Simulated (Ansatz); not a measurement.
**CH₈BNOSi: up Jacob's ladder to CCSD(T)**

How much do the methods differ for CH₈BNOSi? The plan is to run it at one geometry with functionals of several rungs and with coupled cluster. The yardstick is the atomisation energy at the CCSD(T) limit.

Method: functionals in def2-TZVPP, the program's frozen cores in correlated methods; program: Ansatz 0.2.0, Gaussian basis.

Plan: PBE-D4, r2SCAN-D4, PBE0-D4, B3LYP-D4, ωB97X-V, ωB97M-V, B2PLYP; CCSD(T)/def2-TZVPP; MP2/def2-QZVPP; extrapolation to the limit.

## 1. The geometry

The geometry comes from an earlier relaxation with PBE0-D4 in a triple-zeta def2 set; it is a stationary point, not always the lowest conformer.

SMILES `B[Si](C)(N)O`, 13 atoms, charge 0, spin multiplicity 1.

Atoms are counted from 1 here; the program's logs count them from 0.

Bond lengths: B1–Si2 2.003 Å, B1–H6 1.199 Å, B1–H7 1.198 Å, Si2–C3 1.869 Å, Si2–N4 1.719 Å, Si2–O5 1.660 Å, C3–H8 1.093 Å, C3–H9 1.092 Å, C3–H10 1.095 Å, N4–H11 1.006 Å, N4–H12 1.006 Å, O5–H13 0.959 Å. Angles: Si2–B1–H6 119.8°, Si2–B1–H7 123.7°, H6–B1–H7 116.3°, B1–Si2–C3 117.5°, B1–Si2–N4 104.7°, B1–Si2–O5 104.5°, C3–Si2–N4 105.3°, C3–Si2–O5 109.6°, N4–Si2–O5 115.6°, Si2–C3–H8 111.1°, Si2–C3–H9 110.7°, Si2–C3–H10 111.5°, H8–C3–H9 107.9°, H8–C3–H10 107.8°, H9–C3–H10 107.6°, Si2–N4–H11 123.3°, Si2–N4–H12 122.4°, H11–N4–H12 112.1° and more.

## 2. PBE-D4 (GGA)

in.yaml reads:

```yaml
crystal:
  periodic: [false, false, false]
  atoms:
    - {symbol: B, position_ang: [-0.594744, 1.002409, 1.677388]}
    - {symbol: Si, position_ang: [0.260080, 0.119440, 0.095149]}
    - {symbol: C, position_ang: [-0.726934, 0.050633, -1.490780]}
    - {symbol: N, position_ang: [0.469517, -1.519069, 0.571471]}
    - {symbol: O, position_ang: [1.658632, 0.977124, -0.155542]}
    - {symbol: H, position_ang: [-0.025962, 1.015802, 2.732535]}
    - {symbol: H, position_ang: [-1.694953, 1.475417, 1.660623]}
    - {symbol: H, position_ang: [-1.696558, -0.427004, -1.330571]}
    - {symbol: H, position_ang: [-0.907539, 1.056654, -1.876597]}
    - {symbol: H, position_ang: [-0.200093, -0.513164, -2.267528]}
    - {symbol: H, position_ang: [0.374359, -2.294523, -0.062383]}
    - {symbol: H, position_ang: [0.949475, -1.777843, 1.417152]}
    - {symbol: H, position_ang: [2.155121, 0.799325, -0.956217]}
basis:
  gaussian: {orbitals: def2-TZVPP}
hamiltonian: {xc: pbe, dispersion: d4}
output: {forces: true, orbitals: {seedname: orbitals}}
```

Started as:

```sh
$ ansatz run in.yaml --threads 4 --pin off --events-out ev --progress --plain --max-ram 10444MiB
```

Log, shortened:

```text
Functional definition: PBE
  name "PBE"
  cite "Perdew, Burke & Ernzerhof, Phys. Rev. Lett. 77, 3865 (1996) doi:10.1103/PhysRevLett.77.3865"
  parent pbe
[...]
1415 factors; their error is unknown
[...]
mean field -13251.39588607 eV, -486.9798166943 hartree, gradient 3.7e-5 eV, S^2 0.000000; 0 other end points of the search recorded, 0 dependent functions left out
[...]
reference -13251.39593567 eV, -486.9798185170 hartree; 24, 24 occupied and 254, 254 virtual orbitals, 1415 factors
Total energy: -13251.66106577 eV, -486.9895618687 hartree
Atom 0 at    -0.594744     1.002409     1.677388 Å, force     0.054073    -0.068176    -0.082438 eV/Å
Atom 1 at     0.260080     0.119440     0.095149 Å, force    -0.336322     0.186465     0.078066 eV/Å
Atom 2 at    -0.726934     0.050633    -1.490780 Å, force    -0.000824    -0.029235     0.019973 eV/Å
Atom 3 at     0.469517    -1.519069     0.571471 Å, force    -0.078236     0.015999     0.051249 eV/Å
Atom 4 at     1.658632     0.977124    -0.155542 Å, force     0.199662     0.325729     0.337602 eV/Å
Atom 5 at    -0.025962     1.015802     2.732535 Å, force     0.059210     0.001270     0.117523 eV/Å
Atom 6 at    -1.694953     1.475417     1.660623 Å, force    -0.118469     0.041137    -0.002929 eV/Å
Atom 7 at    -1.696558    -0.427004    -1.330571 Å, force    -0.190693    -0.087337     0.014948 eV/Å
Atom 8 at    -0.907539     1.056654    -1.876597 Å, force    -0.034772     0.182658    -0.070820 eV/Å
Atom 9 at    -0.200093    -0.513164    -2.267528 Å, force     0.091227    -0.104276    -0.158158 eV/Å
Atom 10 at     0.374359    -2.294523    -0.062383 Å, force    -0.056431    -0.298696    -0.203430 eV/Å
Atom 11 at     0.949475    -1.777843     1.417152 Å, force     0.163147    -0.104638     0.296687 eV/Å
Atom 12 at     2.155121     0.799325    -0.956217 Å, force     0.248429    -0.060899    -0.398273 eV/Å
Dipole moment:     0.096312    -0.375202    -0.288136 e Å
```

Wall time 3 s (4 threads of Arm Neoverse V1, shared host); peak memory 0.37 GiB.

With the free atoms at this level, -13202.085 eV in sum, the atomisation energy is 4783.3 kJ/mol. HOMO -5.95 eV, LUMO -2.89 eV.

## 3. r2SCAN-D4 (meta-GGA)

Edit in.yaml of step 2 so:

```diff
@@ -18,3 +18,3 @@
   gaussian: {orbitals: def2-TZVPP}
-hamiltonian: {xc: pbe, dispersion: d4}
+hamiltonian: {xc: r2scan, dispersion: d4}
 output: {forces: true, orbitals: {seedname: orbitals}}
```

Same command.

Log, shortened:

```text
Functional definition: r2SCAN
  name "r2SCAN"
  cite "Furness, Kaplan, Ning, Perdew & Sun, J. Phys. Chem. Lett. 11, 8208 (2020) doi:10.1021/acs.jpclett.0c02405"
  cite "Furness, Kaplan, Ning, Perdew & Sun, J. Phys. Chem. Lett. 11, 9248 (2020) doi:10.1021/acs.jpclett.0c03077"
  parent r2scan
[...]
1415 factors; their error is unknown
[...]
mean field -13258.74470365 eV, -487.2498807592 hartree, gradient 4.1e-5 eV, S^2 0.000000; 0 other end points of the search recorded, 0 dependent functions left out
[...]
reference -13258.74471843 eV, -487.2498813024 hartree; 24, 24 occupied and 254, 254 virtual orbitals, 1415 factors
Total energy: -13258.81175229 eV, -487.2523447511 hartree
Atom 0 at    -0.594744     1.002409     1.677388 Å, force     0.005748    -0.018969    -0.021533 eV/Å
Atom 1 at     0.260080     0.119440     0.095149 Å, force    -0.081434     0.089518     0.018704 eV/Å
[...]
Atom 3 at     0.469517    -1.519069     0.571471 Å, force    -0.000998     0.010232     0.014404 eV/Å
Atom 4 at     1.658632     0.977124    -0.155542 Å, force     0.046026     0.023635     0.033676 eV/Å
Atom 5 at    -0.025962     1.015802     2.732535 Å, force    -0.018238     0.000047    -0.022384 eV/Å
Atom 6 at    -1.694953     1.475417     1.660623 Å, force     0.028690    -0.016926     0.014838 eV/Å
Atom 7 at    -1.696558    -0.427004    -1.330571 Å, force     0.010404     0.007693    -0.022419 eV/Å
Atom 8 at    -0.907539     1.056654    -1.876597 Å, force    -0.003844    -0.025824    -0.005289 eV/Å
Atom 9 at    -0.200093    -0.513164    -2.267528 Å, force    -0.015900     0.008271    -0.002689 eV/Å
Atom 10 at     0.374359    -2.294523    -0.062383 Å, force    -0.010111    -0.047073     0.005349 eV/Å
Atom 11 at     0.949475    -1.777843     1.417152 Å, force     0.014437    -0.032795     0.014354 eV/Å
Atom 12 at     2.155121     0.799325    -0.956217 Å, force     0.023105     0.005711    -0.040639 eV/Å
Dipole moment:     0.090335    -0.363947    -0.287133 e Å
```

Run time: 6 s. Hardware: 4 threads of Arm Neoverse V1, shared host; peak memory 0.4 GiB.

Atomisation energy: 4732.1 kJ/mol (free atoms -13209.767 eV, run apart). HOMO -6.20 eV, LUMO -2.53 eV.

## 4. PBE0-D4 (hybrid)

Edit in.yaml of step 3 so:

```diff
@@ -18,3 +18,3 @@
   gaussian: {orbitals: def2-TZVPP}
-hamiltonian: {xc: r2scan, dispersion: d4}
-output: {forces: true, orbitals: {seedname: orbitals}}
+hamiltonian: {xc: pbe0, dispersion: d4}
+output: {orbitals: {seedname: orbitals}}
```

Launched as before.

Log:

```text
Functional definition: PBE0
  name "PBE0"
  cite "Adamo & Barone, J. Chem. Phys. 110, 6158 (1999) doi:10.1063/1.478522"
  cite "Perdew, Burke & Ernzerhof, Phys. Rev. Lett. 77, 3865 (1996) doi:10.1103/PhysRevLett.77.3865"
  parent pbe
  parameter a = 0.25
  parameter kappa = 0.804
  parameter beta = 0.06672455060314922
  exchange = (1 - a)*pbe_x(kappa = kappa, mu = beta*pi^2/3) + a*exact_x
  correlation = pbe_c(beta = beta)
1418 factors; their error is unknown
mean field evaluation 1: about -13239.2626 eV, gradient 8.5e1 eV
mean field evaluation 2: about -13224.4482 eV, gradient 1.2e2 eV
mean field evaluation 4: about -13252.7210 eV, gradient 5.4e0 eV
mean field evaluation 8: about -13252.7888 eV, gradient 3.6e-1 eV
mean field evaluation 16: about -13252.8067 eV, gradient 3.4e-4 eV
mean field -13252.80669237 eV, -487.0316628694 hartree, gradient 5.1e-5 eV, S^2 0.000000; 0 other end points of the search recorded, 0 dependent functions left out
reference -13252.80672924 eV, -487.0316642245 hartree; 24, 24 occupied and 254, 254 virtual orbitals, 1418 factors
Total energy: -13253.03153562 eV, -487.0399257066 hartree
```

Run time: 3.6 s. Hardware: 4 threads of Arm Neoverse V1, shared host; peak memory 0.69 GiB.

Atomisation energy: 4715.6 kJ/mol (free atoms -13204.157 eV, run apart). HOMO -7.26 eV, LUMO -1.87 eV.

## 5. B3LYP-D4 (hybrid)

B3LYP here takes the VWN-RPA correlation.

Edit in.yaml of step 4 so:

```diff
@@ -18,3 +18,3 @@
   gaussian: {orbitals: def2-TZVPP}
-hamiltonian: {xc: pbe0, dispersion: d4}
-output: {orbitals: {seedname: orbitals}}
+hamiltonian: {xc: {name: B3LYP}, dispersion: d4}
+output: {forces: true, orbitals: {seedname: orbitals}}
```

Launched as before.

Log, shortened:

```text
Functional definition: B3LYP
  name "B3LYP"
  cite "Stephens, Devlin, Chabalowski & Frisch, J. Phys. Chem. 98, 11623 (1994) doi:10.1021/j100096a001"
  cite "Becke, Phys. Rev. A 38, 3098 (1988) doi:10.1103/PhysRevA.38.3098"
  cite "Lee, Yang & Parr, Phys. Rev. B 37, 785 (1988) doi:10.1103/PhysRevB.37.785"
  cite "Vosko, Wilk & Nusair, Can. J. Phys. 58, 1200 (1980) doi:10.1139/p80-159"
[...]
1418 factors; their error is unknown
[...]
mean field -13263.45371606 eV, -487.4229337734 hartree, gradient 8.1e-6 eV, S^2 0.000000; 0 other end points of the search recorded, 0 dependent functions left out
[...]
reference -13263.45401987 eV, -487.4229449382 hartree; 24, 24 occupied and 254, 254 virtual orbitals, 1418 factors
Total energy: -13263.87912106 eV, -487.4385671188 hartree
Atom 0 at    -0.594744     1.002409     1.677388 Å, force    -0.056049     0.051006     0.103664 eV/Å
[...]
Atom 3 at     0.469517    -1.519069     0.571471 Å, force     0.024485    -0.086587     0.025488 eV/Å
Atom 4 at     1.658632     0.977124    -0.155542 Å, force     0.107772     0.042882    -0.040133 eV/Å
Atom 5 at    -0.025962     1.015802     2.732535 Å, force    -0.062544     0.001191    -0.110241 eV/Å
Atom 6 at    -1.694953     1.475417     1.660623 Å, force     0.117036    -0.049596     0.003302 eV/Å
Atom 7 at    -1.696558    -0.427004    -1.330571 Å, force     0.040546     0.023564    -0.025061 eV/Å
Atom 8 at    -0.907539     1.056654    -1.876597 Å, force    -0.001545    -0.053538     0.003153 eV/Å
Atom 9 at    -0.200093    -0.513164    -2.267528 Å, force    -0.034601     0.027302     0.022676 eV/Å
Atom 10 at     0.374359    -2.294523    -0.062383 Å, force     0.008551    -0.028983     0.017765 eV/Å
Atom 11 at     0.949475    -1.777843     1.417152 Å, force     0.002092    -0.032592    -0.001271 eV/Å
Atom 12 at     2.155121     0.799325    -0.956217 Å, force     0.061502     0.031645    -0.016600 eV/Å
Dipole moment:     0.078855    -0.351144    -0.281023 e Å
```

It took 5.5 s on 4 threads of Arm Neoverse V1, shared host; peak memory 0.83 GiB.

With the free atoms at this level, -13214.746 eV in sum, the atomisation energy is 4740.6 kJ/mol. HOMO -7.05 eV, LUMO -2.08 eV.

## 6. ωB97X-V (range-separated)

Edit in.yaml of step 5 so:

```diff
@@ -18,3 +18,3 @@
   gaussian: {orbitals: def2-TZVPP}
-hamiltonian: {xc: {name: B3LYP}, dispersion: d4}
-output: {forces: true, orbitals: {seedname: orbitals}}
+hamiltonian: {xc: {name: wB97X-V}}
+output: {orbitals: {seedname: orbitals}}
```

The command is unchanged.

Log, shortened:

```text
Functional definition: wB97X-V
  name "wB97X-V"
  cite "Mardirossian & Head-Gordon, Phys. Chem. Chem. Phys. 16, 9904 (2014) doi:10.1039/C3CP54374A"
  cite "Becke, J. Chem. Phys. 107, 8554 (1997) doi:10.1063/1.475007"
  cite "Vydrov & Van Voorhis, J. Chem. Phys. 133, 244103 (2010) doi:10.1063/1.3521275"
[...]
      + integral(e_c_pw_opposite_spin*poly(b97_u_opposite, cos0, cos1)) + vv10(b, c)
1418 factors; their error is unknown
362 factors; integrals over basis functions are off by at most 1.1e-5 eV
[...]
mean field -13259.69758739 eV, -487.2848985906 hartree, gradient 4.9e-5 eV, S^2 0.000000; 0 other end points of the search recorded, 0 dependent functions left out
reference -13259.69758498 eV, -487.2848985024 hartree; 24, 24 occupied and 254, 254 virtual orbitals, 1418 factors
Total energy: -13259.69758498 eV, -487.2848985024 hartree
```

Wall time 9.5 s (4 threads of Arm Neoverse V1, shared host); peak memory 0.85 GiB.

With the free atoms at this level, -13210.488 eV in sum, the atomisation energy is 4748.0 kJ/mol. HOMO -9.67 eV, LUMO 0.36 eV.

## 7. ωB97M-V (range-separated)

Edit in.yaml of step 6 so:

```diff
@@ -18,3 +18,3 @@
   gaussian: {orbitals: def2-TZVPP}
-hamiltonian: {xc: {name: wB97X-V}}
-output: {orbitals: {seedname: orbitals}}
+hamiltonian: {xc: {name: wB97M-V}}
+output: {forces: true, orbitals: {seedname: orbitals}}
```

The command is unchanged.

Log, shortened:

```text
Functional definition: wB97M-V
  name "wB97M-V"
  cite "Mardirossian & Head-Gordon, J. Chem. Phys. 144, 214110 (2016) doi:10.1063/1.4952647"
  cite "Becke, J. Chem. Phys. 107, 8554 (1997) doi:10.1063/1.475007"
  cite "Vydrov & Van Voorhis, J. Chem. Phys. 133, 244103 (2010) doi:10.1063/1.3521275"
  # Of w^i u^j: cxij and so on, Table III.
[...]
  gx(w, u) = 1 - cx + cx01*u + cx10*w
  gss(w, u) = css00 + css04*u^4 + css10*w + css20*w^2 + css43*w^4*u^3
  gos(w, u) = cos00 + cos10*w + (cos20 + cos21*u)*w^2 + (cos60 + cos61*u)*w^6
[...]
      + integral(e_c_pw_mod_opposite_spin*gos(b97_w_opposite, b97_u_opposite)) + vv10(b, c)
1418 factors; their error is unknown
362 factors; integrals over basis functions are off by at most 1.1e-5 eV
[...]
Atom 3 at     0.469517    -1.519069     0.571471 Å, force     0.001760    -0.059940     0.008669 eV/Å
Atom 4 at     1.658632     0.977124    -0.155542 Å, force     0.093211     0.039013    -0.068006 eV/Å
Atom 5 at    -0.025962     1.015802     2.732535 Å, force    -0.073418    -0.003355    -0.143366 eV/Å
Atom 6 at    -1.694953     1.475417     1.660623 Å, force     0.148504    -0.061920     0.004773 eV/Å
Atom 7 at    -1.696558    -0.427004    -1.330571 Å, force     0.064051     0.031035    -0.011314 eV/Å
Atom 8 at    -0.907539     1.056654    -1.876597 Å, force     0.007991    -0.066241     0.020598 eV/Å
Atom 9 at    -0.200093    -0.513164    -2.267528 Å, force    -0.032559     0.036429     0.052872 eV/Å
Atom 10 at     0.374359    -2.294523    -0.062383 Å, force     0.023029     0.011255     0.017097 eV/Å
Atom 11 at     0.949475    -1.777843     1.417152 Å, force    -0.011168    -0.013352    -0.020266 eV/Å
Atom 12 at     2.155121     0.799325    -0.956217 Å, force    -0.003202     0.015593     0.038179 eV/Å
Dipole moment:     0.078435    -0.341665    -0.282408 e Å
```

Run time: 14 s. Hardware: 4 threads of Arm Neoverse V1, shared host; peak memory 1.1 GiB.

With the free atoms at this level, -13210.344 eV in sum, the atomisation energy is 4749.7 kJ/mol. HOMO -9.55 eV, LUMO 0.08 eV.

## 8. B2PLYP (double hybrid)

Edit in.yaml of step 7 so:

```diff
@@ -18,3 +18,2 @@
   gaussian: {orbitals: def2-TZVPP}
-hamiltonian: {xc: {name: wB97M-V}}
-output: {forces: true, orbitals: {seedname: orbitals}}
+hamiltonian: {xc: {name: B2PLYP}}
```

The command is unchanged.

Log, shortened:

```text
Functional definition: B2PLYP
  name "B2PLYP"
  cite "Grimme, J. Chem. Phys. 124, 034108 (2006) doi:10.1063/1.2148954"
  cite "Becke, Phys. Rev. A 38, 3098 (1988) doi:10.1103/PhysRevA.38.3098"
  cite "Lee, Yang & Parr, Phys. Rev. B 37, 785 (1988) doi:10.1103/PhysRevB.37.785"
[...]
1620 factors; integrals over basis functions are off by at most 1.2e-3 eV
[...]
mean field -13247.37015402 eV, -486.8318737703 hartree, gradient 9.4e-6 eV, S^2 0.000000; 0 other end points of the search recorded, 0 dependent functions left out
9 core orbitals not correlated: weight in the atoms' cores, before any rotation towards them, 1.000 or more for the frozen orbitals, at most 0.000 for the correlated occupied ones
reference -13247.37034549 eV, -486.8318808066 hartree; 15, 15 occupied and 254, 254 virtual orbitals, 1620 factors
second order -28.03910992 eV of doubles, -0.00000000 eV of singles
Total energy: -13254.94090516 eV, -487.1100937432 hartree
```

It took 7 s on 4 threads of Arm Neoverse V1, shared host; peak memory 0.76 GiB.

Atomisation energy: 4684.4 kJ/mol (free atoms -13206.391 eV, run apart).

## 9. Frontier levels by functional

Dipoles come from the runs that computed forces. Levels, from each run's orbital file:

```tsv
functional	HOMO (eV)	LUMO (eV)	gap (eV)	dipole (D)
PBE-D4	-5.95	-2.89	3.06	2.32
r2SCAN-D4	-6.20	-2.53	3.67	2.27
PBE0-D4	-7.26	-1.87	5.38	
B3LYP-D4	-7.05	-2.08	4.96	2.19
ωB97X-V	-9.67	0.36	10.03	
ωB97M-V	-9.55	0.08	9.63	2.16
```

## 10. CCSD(T) in def2-TZVPP

Edit in.yaml of step 8 so:

```diff
@@ -18,2 +18,2 @@
   gaussian: {orbitals: def2-TZVPP}
-hamiltonian: {xc: {name: B2PLYP}}
+correlation: {method: ccsd_t}
```

Same command.

Log, shortened:

```text
Functional definition: HF
  name "HF"
  cite "Fock, Z. Phys. 61, 126 (1930) doi:10.1007/BF01340294"
  parent pbe
[...]
1620 factors; integrals over basis functions are off by at most 1.2e-3 eV
[...]
mean field -13214.28604006 eV, -485.6160550075 hartree, gradient 2.3e-6 eV, S^2 0.000000; 0 other end points of the search recorded, 0 dependent functions left out
9 core orbitals not correlated: weight in the atoms' cores, before any rotation towards them, 1.000 or more for the frozen orbitals, at most 0.000 for the correlated occupied ones
reference -13214.28604006 eV, -485.6160550075 hartree; 15, 15 occupied and 254, 254 virtual orbitals, 1620 factors
second order -23.22451718 eV of doubles, -0.00000000 eV of singles
cycle   1  -23.89177618 eV  change   -6.7e-1 eV  update   9.8e-2
[...]
cycle  10  -24.53981196 eV  change    2.4e-5 eV  update   3.2e-5
perturbative correction -0.89086113 eV, -0.0327385427 hartree
Total energy: -13239.71671315 eV, -486.5506150061 hartree
```

Wall time 4.2 min (4 threads of Arm Neoverse V1, shared host); peak memory 7.9 GiB.

## 11. MP2 in def2-QZVPP

Edit in.yaml of step 10 so:

```diff
@@ -17,3 +17,3 @@
 basis:
-  gaussian: {orbitals: def2-TZVPP}
-correlation: {method: ccsd_t}
+  gaussian: {orbitals: "def2-QZVPP.json"}
+correlation: {method: mp2}
```

Same command.

Log:

```text
Functional definition: HF
  name "HF"
  cite "Fock, Z. Phys. 61, 126 (1930) doi:10.1007/BF01340294"
  parent pbe
  exchange = exact_x
  correlation = 0
3194 factors; integrals over basis functions are off by at most 1.2e-3 eV
mean field evaluation 1: about -13208.8156 eV, gradient 5.3e1 eV
mean field evaluation 2: about -13208.9268 eV, gradient 5.3e1 eV
mean field evaluation 4: about -13214.7311 eV, gradient 4.4e0 eV
mean field evaluation 8: about -13214.8047 eV, gradient 2.7e-1 eV
mean field -13214.80498601 eV, -485.6351259194 hartree, gradient 9.3e-7 eV, S^2 0.000000; 0 other end points of the search recorded, 0 dependent functions left out
9 core orbitals not correlated: weight in the atoms' cores, before any rotation towards them, 1.000 or more for the frozen orbitals, at most 0.000 for the correlated occupied ones
reference -13214.80498601 eV, -485.6351259194 hartree; 15, 15 occupied and 514, 514 virtual orbitals, 3194 factors
second order -24.92768512 eV of doubles, -0.00000000 eV of singles
Total energy: -13239.73267113 eV, -486.5512014510 hartree
```

Run time: 32 s. Hardware: 4 threads of Arm Neoverse V1, shared host; peak memory 3.8 GiB.

The pieces so far (eV):

```tsv
basis	HF	MP2 correlation	CCSD correlation	(T)	total
def2-TZVPP	-13214.2860	-23.2245	-24.5398	-0.8909	-13239.7167
def2-QZVPP	-13214.8050	-24.9277			-13239.7327 (MP2)
```

The report of the def2-TZVPP run gives T1 = 0.0113.

## 12. Extrapolating to the complete basis

This step is arithmetic on the last runs, with X = 3 and 4: exp(−7.88√X) for Hartree-Fock, X^−2.97 for correlation; only MP2 was run in the larger set, so CCSD(T) minus MP2 is added from the smaller one.

```tsv
level	energy at the limit (eV)
HF	-13214.8765
MP2	-13241.0658
CCSD	-13242.3810
CCSD(T)	-13243.2719
```

## 13. Atomisation energies

Atomisation energy = energies of 1 B, 1 Si, 1 C, 1 N, 1 O, 8 H (separate runs, same level) minus the molecule's; electronic only, no spin-orbit term.

```tsv
method	rung	atoms, summed (eV)	atomisation energy (kJ/mol)	from CCSD(T)/CBS (kJ/mol)	time
PBE-D4	GGA	-13202.085	4783.3	+51.9	3 s
r2SCAN-D4	meta-GGA	-13209.767	4732.1	+0.7	6 s
PBE0-D4	hybrid	-13204.157	4715.6	-15.8	3.6 s
B3LYP-D4	hybrid	-13214.746	4740.6	+9.2	5.5 s
ωB97X-V	range-separated	-13210.488	4748.0	+16.6	9.5 s
ωB97M-V	range-separated	-13210.344	4749.7	+18.3	14 s
B2PLYP	double hybrid	-13206.391	4684.4	-47.0	7 s
HF/def2-TZVPP	wavefunction	-13178.270	3475.0	-1256.4	
MP2/def2-TZVPP	wavefunction	-13189.214	4659.9	-71.5	
CCSD/def2-TZVPP	wavefunction	-13191.723	4544.8	-186.6	
CCSD(T)/def2-TZVPP	wavefunction	-13192.020	4602.0	-129.4	4.2 min
MP2/CBS	wavefunction	-13191.428	4789.3	+57.9	
CCSD(T)/CBS	wavefunction	-13194.234	4731.4	0	4.7 min
```

Among the levels timed on like hardware and quicker than the yardstick, those that no quicker one beats, quickest first: PBE-D4 (3 s, +51.9 kJ/mol); PBE0-D4 (3.6 s, -15.8 kJ/mol); B3LYP-D4 (5.5 s, +9.2 kJ/mol); r2SCAN-D4 (6 s, +0.7 kJ/mol).

B2PLYP carry no dispersion term (for B3LYP, D4 adds 41.0 kJ/mol).

Times are those of the molecule's run; HF, MP2 and CCSD come out of the CCSD(T) runs, and the limit's time is the sum of the runs that it needs.

## 14. What came out

| quantity | value |
| --- | --- |
| atomisation energy, CCSD(T)/CBS | 4731.4 kJ/mol |
| functionals within 23.7 kJ/mol (0.5 %) | r2SCAN-D4, PBE0-D4, B3LYP-D4, ωB97X-V, ωB97M-V |
| farthest | PBE-D4 (+51.9 kJ/mol) |
| mean size of error, hybrid | 12.5 kJ/mol |
| mean size of error, range-separated | 17.4 kJ/mol |
| gap, smallest and largest | 3.06 eV (PBE-D4), 10.03 eV (ωB97X-V) |
| T1 diagnostic | 0.0113 |
| triples share of the correlation energy | 3.5 % |

PBE-D4 is off by +51.9 kJ/mol. Double hybrids carry the basis error of their MP2 part in triple zeta, and no dispersion term here, so their miss is partly the set-up's. The reference freezes the cores and leaves out relativity and excitations past (T), so misses under about 23.7 kJ/mol can't be ranked. Hartree-Fock recovers 73 % of the binding; the rest is correlation. The gap grows from 3.1 to 10.0 eV across the functionals, mostly with the share of exact exchange.

For cost: r2SCAN-D4 gets within 0.7 kJ/mol in 6 s, where CCSD(T)/CBS took 4.7 min; the quickest level in the cost chart, PBE-D4, takes 3 s and misses by 51.9 kJ/mol.
